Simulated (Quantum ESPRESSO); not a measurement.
# CoSi2 (I4/mmm) in Quantum ESPRESSO: single point with PBEsol

Aim: the single point of CoSi2 with PBEsol.

Everything below comes from runs of Quantum ESPRESSO 7.5. Logs are shortened: lines on timing, memory, paths and dates and some standing lists are left out, and cuts for length are marked.

## (1) Starting point

The structure is tetragonal, space group I4/mmm (No. 139). The conventional cell has a = 3.748 Å, b = 3.748 Å, c = 5.354 Å, α = 90.00°, β = 90.00°, γ = 90.00°. Co (site symmetry 4/mmm) is surrounded by 8 Si at 2.30 Å. Si (site symmetry -4m2) is surrounded by 4 Co at 2.30 Å.

The cell was built by a generator and needn't be a form met in nature.

## (2) Single point, PBEsol

pw.in reads:

```
&CONTROL
  calculation = 'scf'
  prefix = 'pwscf'
  outdir = './tmp'
  pseudo_dir = './pseudo'
  tprnfor = .true.
  tstress = .true.
  disk_io = 'nowf'
/
&SYSTEM
  ibrav = 0
  nat = 3
  ntyp = 2
  ecutwfc = 56
  ecutrho = 448
  nbnd = 19
  occupations = 'smearing'
  smearing = 'mp'
  degauss = 0.00734986
/
&ELECTRONS
  conv_thr = 6d-10
  electron_maxstep = 120
  mixing_beta = 0.5
/
ATOMIC_SPECIES
Co    58.9332 co_pbesol_v1.2.uspp.F.UPF
Si    28.0850 si_pbesol_v1.uspp.F.UPF
CELL_PARAMETERS angstrom
   0.0000000000    2.6503636500    2.6769204000
   2.6503636500    0.0000000000    2.6769204000
   2.6503636500    2.6503636500    0.0000000000
ATOMIC_POSITIONS crystal
Co     0.0000000000    0.0000000000    0.0000000000
Si     0.2500000000    0.2500000000    0.2500000000
Si     0.7500000000    0.7500000000    0.7500000000
K_POINTS automatic
16 16 16 0 0 0
```

Potentials or basis: GBRV 1.5 PBEsol.

Command:

```sh
OMP_NUM_THREADS=1 pw.x -in pw.in > pw.out
```

pw.out:

```text
This program is part of the open-source Quantum ESPRESSO suite
     for quantum simulation of materials; please cite
[... 9 lines left out ...]
     --------------------
     sticks:   dense  smooth     PW     G-vecs:    dense   smooth      PW
     Sum        1555     769    241                40655    14317    2461

     Using Slab Decomposition

     bravais-lattice index     =            0
     lattice parameter (alat)  =       7.1186  a.u.
     unit-cell volume          =     253.7891 (a.u.)^3
     number of atoms/cell      =            3
     number of atomic types    =            2
     number of electrons       =        25.00
     number of Kohn-Sham states=           19
     kinetic-energy cutoff     =      56.0000  Ry
     charge density cutoff     =     448.0000  Ry
     scf convergence threshold =      6.0E-10
     mixing beta               =       0.5000
     number of iterations used =            8  plain     mixing
     Exchange-correlation= SLA  PW   PSX  PSC
                           (   1   4  10   8   0   0   0)

     celldm(1)=   7.118609  celldm(2)=   0.000000  celldm(3)=   0.000000
     celldm(4)=   0.000000  celldm(5)=   0.000000  celldm(6)=   0.000000

     crystal axes: (cart. coord. in units of alat)
               a(1) = (   0.000000   0.703573   0.710623 )
               a(2) = (   0.703573   0.000000   0.710623 )
               a(3) = (   0.703573   0.703573   0.000000 )

     reciprocal axes: (cart. coord. in units 2 pi/alat)
               b(1) = ( -0.710658  0.710658  0.703608 )
               b(2) = (  0.710658 -0.710658  0.703608 )
               b(3) = (  0.710658  0.710658 -0.703608 )

     PseudoPot. # 1 for Co read from file:
     co_pbesol_v1.2.uspp.F.UPF
     Pseudo is Ultrasoft + core correction, Zval = 17.0
     Generated by new atomic code, or converted to UPF format
     Using radial grid of  863 points,  6 beta functions with:
                l(1) =   0
                l(2) =   0
                l(3) =   1
                l(4) =   1
                l(5) =   2
                l(6) =   2
     Q(r) pseudized with  8 coefficients,  rinner =    1.200   1.200   1.200
                                                       1.200   1.200

     PseudoPot. # 2 for Si read from file:
     si_pbesol_v1.uspp.F.UPF
     Pseudo is Ultrasoft + core correction, Zval =  4.0
     Generated by new atomic code, or converted to UPF format
     Using radial grid of  899 points,  6 beta functions with:
                l(1) =   0
                l(2) =   0
                l(3) =   1
                l(4) =   1
                l(5) =   2
                l(6) =   2
     Q(r) pseudized with  8 coefficients,  rinner =    0.900   0.900   0.900
                                                       0.900   0.900

     atomic species   valence    mass     pseudopotential
     Co               17.00    58.93320     Co( 1.00)
     Si                4.00    28.08500     Si( 1.00)

     16 Sym. Ops., with inversion, found

   Cartesian axes

     site n.     atom                  positions (alat units)
         1        Co     tau(   1) = (   0.0000000   0.0000000   0.0000000  )
         2        Si     tau(   2) = (   0.3517865   0.3517865   0.3553115  )
         3        Si     tau(   3) = (   1.0553596   1.0553596   1.0659344  )

     number of k points=   349  Methfessel-Paxton smearing, width (Ry)=  0.0073

     Number of k-points >= 100: set verbosity='high' to print them.

     Dense  grid:    40655 G-vectors     FFT dimensions: (  48,  48,  48)

     Smooth grid:    14317 G-vectors     FFT dimensions: (  36,  36,  36)

     Check: negative core charge=   -0.000010

     Initial potential from superposition of free atoms

     starting charge      23.9987, renormalised to      25.0000
     Starting wfcs are   21 randomized atomic wfcs

     Self-consistent Calculation

     iteration #  1     ecut=    56.00 Ry     beta= 0.50
     Davidson diagonalization with overlap
     ethr =  1.00E-02,  avg # of iterations =  4.2

     total energy              =    -308.02804333 Ry
     estimated scf accuracy    <      15.75343367 Ry

     iteration #  2     ecut=    56.00 Ry     beta= 0.50
     Davidson diagonalization with overlap
     ethr =  1.00E-02,  avg # of iterations =  3.0

     total energy              =    -316.73636862 Ry
     estimated scf accuracy    <      32.83393186 Ry

     iteration #  3     ecut=    56.00 Ry     beta= 0.50
     Davidson diagonalization with overlap
     ethr =  1.00E-02,  avg # of iterations =  2.0

     total energy              =    -317.47487282 Ry
     estimated scf accuracy    <       6.57154739 Ry

     iteration #  4     ecut=    56.00 Ry     beta= 0.50
     Davidson diagonalization with overlap
     ethr =  1.00E-02,  avg # of iterations =  1.3

     total energy              =    -317.69188065 Ry
     estimated scf accuracy    <       1.50547564 Ry

     iteration #  5     ecut=    56.00 Ry     beta= 0.50
     Davidson diagonalization with overlap
     ethr =  6.02E-03,  avg # of iterations =  1.0

     total energy              =    -317.30332195 Ry
     estimated scf accuracy    <       0.98522397 Ry

     iteration #  6     ecut=    56.00 Ry     beta= 0.50
     Davidson diagonalization with overlap
     ethr =  3.94E-03,  avg # of iterations =  1.7

     total energy              =    -317.56168394 Ry
     estimated scf accuracy    <       0.51463068 Ry

     iteration #  7     ecut=    56.00 Ry     beta= 0.50
     Davidson diagonalization with overlap
     ethr =  2.06E-03,  avg # of iterations =  1.0

     total energy              =    -317.52701478 Ry
     estimated scf accuracy    <       0.44484058 Ry

     iteration #  8     ecut=    56.00 Ry     beta= 0.50
     Davidson diagonalization with overlap
     ethr =  1.78E-03,  avg # of iterations =  1.0

     total energy              =    -317.51739640 Ry
     estimated scf accuracy    <       0.15585816 Ry

     iteration #  9     ecut=    56.00 Ry     beta= 0.50
     Davidson diagonalization with overlap
     ethr =  6.23E-04,  avg # of iterations =  1.2

     total energy              =    -317.51445041 Ry
     estimated scf accuracy    <       0.03089907 Ry

     iteration # 10     ecut=    56.00 Ry     beta= 0.50
     Davidson diagonalization with overlap
     ethr =  1.24E-04,  avg # of iterations =  1.5

     total energy              =    -317.51855870 Ry
     estimated scf accuracy    <       0.00212020 Ry

     iteration # 11     ecut=    56.00 Ry     beta= 0.50
     Davidson diagonalization with overlap
     ethr =  8.48E-06,  avg # of iterations =  2.9

     total energy              =    -317.51870386 Ry
     estimated scf accuracy    <       0.00022556 Ry

     iteration # 12     ecut=    56.00 Ry     beta= 0.50
     Davidson diagonalization with overlap
     ethr =  9.02E-07,  avg # of iterations =  2.1

     total energy              =    -317.51868682 Ry
     estimated scf accuracy    <       0.00013151 Ry

     iteration # 13     ecut=    56.00 Ry     beta= 0.50
     Davidson diagonalization with overlap
     ethr =  5.26E-07,  avg # of iterations =  1.0

     total energy              =    -317.51869601 Ry
     estimated scf accuracy    <       0.00000314 Ry

     iteration # 14     ecut=    56.00 Ry     beta= 0.50
     Davidson diagonalization with overlap
     ethr =  1.26E-08,  avg # of iterations =  3.7

     total energy              =    -317.51869741 Ry
     estimated scf accuracy    <       0.00000027 Ry

     iteration # 15     ecut=    56.00 Ry     beta= 0.50
     Davidson diagonalization with overlap
     ethr =  1.08E-09,  avg # of iterations =  2.3

     total energy              =    -317.51869746 Ry
     estimated scf accuracy    <          9.6E-09 Ry

     iteration # 16     ecut=    56.00 Ry     beta= 0.50
     Davidson diagonalization with overlap
     ethr =  3.82E-11,  avg # of iterations =  3.4

     total energy              =    -317.51869746 Ry
     estimated scf accuracy    <          2.5E-09 Ry

     iteration # 17     ecut=    56.00 Ry     beta= 0.50
     Davidson diagonalization with overlap
     ethr =  9.92E-12,  avg # of iterations =  2.0

     End of self-consistent calculation

     Number of k-points >= 100: set verbosity='high' to print the bands.

     the Fermi energy is    13.0084 ev

!    total energy              =    -317.51869746 Ry
     estimated scf accuracy    <          4.3E-11 Ry
     smearing contrib. (-TS)   =      -0.00001904 Ry
     internal energy E=F+TS    =    -317.51867842 Ry

     The total energy is F=E-TS. E is the sum of the following terms:
     one-electron contribution =    -235.88445483 Ry
     hartree contribution      =     131.20932113 Ry
     xc contribution           =     -41.23073673 Ry
     ewald contribution        =    -171.61280799 Ry

     convergence has been achieved in  17 iterations

     Forces acting on atoms (cartesian axes, Ry/au):

     atom    1 type  1   force =     0.00000000    0.00000000    0.00000000
     atom    2 type  2   force =     0.00000000   -0.00000000    0.00000000
     atom    3 type  2   force =     0.00000000    0.00000000   -0.00000000

     Total force =     0.000000     Total SCF correction =     0.000000

     Computing stress (Cartesian axis) and pressure

          total   stress  (Ry/bohr**3)                   (kbar)     P=       -8.04
  -0.00003368   0.00000000   0.00000000           -4.95        0.00        0.00
   0.00000000  -0.00003368  -0.00000000            0.00       -4.95       -0.00
   0.00000000  -0.00000000  -0.00009658            0.00       -0.00      -14.21

=------------------------------------------------------------------------------=
   JOB DONE.
=------------------------------------------------------------------------------=
```

It took 5.1 min on 1 thread of Arm Neoverse V2, shared host; peak memory 0.35 GiB.

Results:

| Property | Result |
| --- | --- |
| Free energy | -4320.0620 eV |
| Pressure | -0.8 GPa |
| Band gap on the k mesh | none (metal or under the smearing width) |

Stress tensor (GPa, compression positive):
```
-0.50  0.00  0.00
 0.00 -0.50  0.00
 0.00  0.00 -1.42
```

Levels at points of the mesh, in eV from the Fermi level:
```
             k point  band 10  band 11  band 12  band 13  band 14  band 15  band 16  band 17
  (0.00, 0.00, 0.00)    -1.94     1.00     3.36     3.47     3.47     3.52     3.52     3.65
 (0.00, 0.00, -0.50)    -1.67    -1.66    -0.50    -0.43     2.73     3.51     3.54     4.56
(0.00, -0.50, -0.50)    -2.02    -1.97    -1.97    -1.37     1.70     2.90     8.62     9.66
(-0.50, -0.50, 0.00)    -2.01    -2.01    -2.01    -1.36     1.77     2.95     8.60     9.85
```

Spin polarisation is off, so any magnetic state and its effect on volume and gap are missing.
